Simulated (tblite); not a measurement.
# C3H9GeN: the cost of one run

Computed with tblite 0.8.0 and PySCF 2.14.0, with density-fitted response routines of our own, on a single molecule in the gas phase. Atoms count from 0, in the outputs and in this text.

**1. Starting geometry**

14 atoms, charge 0, multiplicity 1; geometry from: force field or distance geometry start.

Bonds of the start (Å): Ge0–N1 1.81, N1–C2 1.40, C2–C3 1.52, C3–C4 1.50, C4–C2 1.51, Ge0–H5 1.56, Ge0–H6 1.55, Ge0–H7 1.57, N1–H8 1.04, C2–H9 1.12, C3–H10 1.13, C3–H11 1.11, C4–H12 1.11, C4–H13 1.11.

**2. Geometry optimisation with GFN2-xTB**

Job settings and geometry (Å):

```
{"job": {"kind": "relax", "xc": "GFN2-xTB", "basis": "xTB"}, "charge": 0, "multiplicity": 1}
Ge     1.807400     0.354300    -0.087600
N      0.786600    -0.314100     1.253200
C     -0.606500    -0.181500     1.198500
C     -1.280900    -0.809100    -0.011500
C     -1.280600     0.683300     0.156700
H      3.291600     0.448800     0.367100
H      1.792300    -0.469100    -1.395600
H      1.299000     1.814400    -0.384100
H      1.160500    -1.135900     1.775400
H     -1.187400    -0.217600     2.154600
H     -2.192700    -1.413200     0.252100
H     -0.635500    -1.184300    -0.828000
H     -0.680000     1.296900    -0.542800
H     -2.274500     1.126600     0.349900
```

Started as:

```bash
$ OMP_NUM_THREADS=1 python probes_run.py task.json out
```

The driver reads the jobs from task.json and runs them one after another.

Q: Estimate the wall time and peak memory of this first job on 1 thread of Intel Xeon at 2.50GHz, shared host.

About 1.3 s, with a peak of 0.18 GiB.
